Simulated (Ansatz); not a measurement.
Predict the output of the script below (Ansatz's Python interface).

Script `ch2ozn.py`:
```python
# -*- coding: utf-8 -*-
import ansatz as az
import numpy as np


def main():
    geometry = (
        az.Crystal.molecule()
        .atom("C", [-0.0702, 0.0878, -0.4475])
        .atom("O", [-0.9288, -0.4865, 0.4951])
        .atom("Zn", [1.0959, -1.2088, 1.0173])
        .atom("H", [-0.6745, 0.7603, -1.1362])
        .atom("H", [0.6275, 0.7737, 0.0299])
    )

    job = geometry.calculation()
    job = job.basis(gaussian="def2-SVP").functional("pbe")
    symbols = [site.symbol for site in geometry.cartesian_sites]
    pairs = [(0, 1), (0, 2), (0, 3), (0, 4), (1, 2)]
    print("held (A)   E (eV)        ", "  ".join(f"{symbols[i]}{i}-{symbols[j]}{j}" for i, j in pairs))
    for length in [1.29, 1.4, 1.51, 1.68, 1.89]:
        rep = job.relax(constraints=[az.DistanceConstraint((0, 1), at=length)], force_tolerance=0.02, max_steps=60).run(threads=1, pin="off").report
        xyz = np.array(rep["positions_ang"])
        print(f"{length:6.2f} {rep['free_energy_ev']:14.5f}  ", "  ".join(f"{np.linalg.norm(xyz[i] - xyz[j]):.3f}" for i, j in pairs))


if __name__ == "__main__":
    main()
```

Output of `python ch2ozn.py`:
```text
held (A)   E (eV)         C0-O1  C0-Zn2  C0-H3  C0-H4  O1-Zn2
DeckWarning: relax.constraints: the input's atoms, or those drawn, lie off the distances that are held; a relaxation that starts there is brought onto them ahead of its first SCF, by positions alone, an atom by 5.42e-2 Å at the most. With the symmetry detection on, the symmetry is detected on the input's atoms as so [...]
  1.29   -51514.76327   1.290  3.340  1.119  1.122  2.829
  1.40   -51514.00919   1.400  3.305  1.111  1.114  2.739
  1.51   -51513.18871   1.510  2.288  1.111  1.111  3.091
  1.68   -51512.00996   1.680  1.982  1.106  1.107  1.906
  1.89   -51511.56570   1.890  1.941  1.105  1.105  1.832
```
(Warnings from the package without file and line, shortened, repeats left out.)

What to keep in mind:
- Total energies depend on the basis set; only differences at equal settings carry meaning.
- The energies are electronic: no zero-point or thermal terms, and the basis set is short of its limit.
- Timing: 110 s on 1 thread of Arm Neoverse V2, with other jobs on the host, peak memory 0.22 GiB.
